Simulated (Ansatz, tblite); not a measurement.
**(MgS)9 cage of four- and six-membered rings (Mg₉S₉): rung by rung**

Aim: run the singlet of (MgS)9 cage of four- and six-membered rings (Mg₉S₉) at one geometry on many levels, and compare frontier levels, spin and run time.

Computed with Ansatz 0.2.0, Gaussian basis. Level: as each input shows.

Levels to be run: GFN1-xTB, PBE-D4/def2-TZVP, r2SCAN-D4/def2-TZVP, ωB97X-V/def2-TZVP, PBE-D4/def2-SVP, PBE0-D4/def2-SVP, HF/STO-3G, MP2/def2-SVP, RPA/def2-SVP.

2 further runs of the same task are left out: 2 set aside as unsound or not needed.

### Step 1. The geometry

The singlet was relaxed beforehand with PBE-D4/def2-SVP.

18 atoms, charge 0, spin multiplicity 1.

Bond lengths: Mg1–S10 2.428 Å, Mg1–S11 2.449 Å, Mg1–S12 2.428 Å, Mg2–S10 2.457 Å, Mg2–S11 2.418 Å, Mg2–S16 2.384 Å, Mg3–S11 2.418 Å, Mg3–S12 2.457 Å, Mg3–S17 2.384 Å, Mg4–S12 2.384 Å, Mg4–S13 2.418 Å, Mg4–S15 2.457 Å, Mg5–S10 2.384 Å, Mg5–S13 2.418 Å, Mg5–S14 2.457 Å, Mg6–S13 2.449 Å, Mg6–S14 2.428 Å, Mg6–S15 2.428 Å and more. Angles: S10–Mg1–S11 99.6°, S10–Mg1–S12 136.3°, S11–Mg1–S12 99.6°, S10–Mg2–S11 99.7°, S10–Mg2–S16 129.9°, S11–Mg2–S16 124.7°, S11–Mg3–S12 99.7°, S11–Mg3–S17 124.7°, S12–Mg3–S17 129.9°, S12–Mg4–S13 124.7°, S12–Mg4–S15 129.8°, S13–Mg4–S15 99.7°, S10–Mg5–S13 124.7°, S10–Mg5–S14 129.8°, S13–Mg5–S14 99.7°, S13–Mg6–S14 99.6°, S13–Mg6–S15 99.6°, S14–Mg6–S15 136.3° and more.

PBE0-D4/def2-TZVP was run before; its log isn't repeated, and its numbers join the tables.

### Step 2. GFN1-xTB

Tight binding, by tblite at 300 K electronic temperature and without a spin-polarisation term:

```python
tblite.interface.Calculator('GFN1-xTB', numbers, positions, charge=0, uhf=0).singlepoint()
```

Energy -1096.0255 eV, HOMO -10.34 eV, LUMO -8.34 eV; 0.054 s.

### Step 3. PBE-D4/def2-TZVP

start.molden holds the orbitals of an earlier run on this state, given as this run's starting guess.

File in.yaml:

```yaml
crystal:
  periodic: [false, false, false]
  atoms:
    - {symbol: Mg, position_ang: [0.003462, 3.197807, 0.277191]}
    - {symbol: Mg, position_ang: [-1.834148, 1.296862, 1.779986]}
    - {symbol: Mg, position_ang: [1.834684, 1.292652, 1.782498]}
    - {symbol: Mg, position_ang: [1.836952, 0.893274, -2.011005]}
    - {symbol: Mg, position_ang: [-1.832147, 0.897477, -2.013505]}
    - {symbol: Mg, position_ang: [0.000455, -1.358628, -2.908322]}
    - {symbol: Mg, position_ang: [-1.836952, -2.188013, 0.229604]}
    - {symbol: Mg, position_ang: [1.831601, -2.192202, 0.232108]}
    - {symbol: Mg, position_ang: [-0.003908, -1.839333, 2.631121]}
    - {symbol: S, position_ang: [-2.250374, 2.514896, -0.312739]}
    - {symbol: S, position_ang: [0.001185, 2.605383, 2.653920]}
    - {symbol: S, position_ang: [2.256516, 2.509734, -0.309666]}
    - {symbol: S, position_ang: [0.003580, 0.995939, -3.583555]}
    - {symbol: S, position_ang: [-2.253635, -1.522941, -2.021565]}
    - {symbol: S, position_ang: [2.252953, -1.528096, -2.018487]}
    - {symbol: S, position_ang: [-2.256102, -0.984139, 2.329840]}
    - {symbol: S, position_ang: [2.250656, -0.989314, 2.332928]}
    - {symbol: S, position_ang: [-0.004767, -3.601338, 0.929658]}
basis:
  gaussian: {orbitals: def2-TZVP, fitting: {mean_field: def2-universal-jkfit}, initial_orbitals: start.molden}
hamiltonian: {xc: pbe, dispersion: d4}
scf: {omitted_lower_state_checks: [starts]}
output: {forces: true, orbitals: {seedname: orbitals}}
```

Command:

```sh
$ ansatz run in.yaml --threads 2 --pin off --events-out ev --progress --plain --max-ram 22528MiB --backend cuda --devices 0, --max-vram 18GiB
```

Further steps of the session: r2SCAN-D4/def2-TZVP; ωB97X-V/def2-TZVP; PBE-D4/def2-SVP; PBE0-D4/def2-SVP; HF/STO-3G; MP2/def2-SVP; RPA/def2-SVP.

Q: Predict the results of all the runs planned. Wanted: gap in def2-TZVP, named functionals, smallest and largest; correlation energy, MP2/def2-SVP; binding an atom, functionals in def2-TZVP; PBE0 total energy, smallest basis above largest.

As calculated:

| quantity | value |
| --- | --- |
| gap in def2-TZVP, named functionals, smallest and largest | 3.33 eV (PBE-D4), 8.82 eV (ωB97X-V) |
| correlation energy, MP2/def2-SVP | -40.16 eV |
| binding an atom, functionals in def2-TZVP | 3.32 (PBE0-D4) to 3.45 eV (r2SCAN-D4) |
| PBE0 total energy, smallest basis above largest | 50.06 eV (def2-SVP, def2-TZVP) |

In words: Over the named functionals in def2-TZVP the gap runs from 3.33 eV (PBE-D4) to 8.82 eV (ωB97X-V); exact exchange widens it.
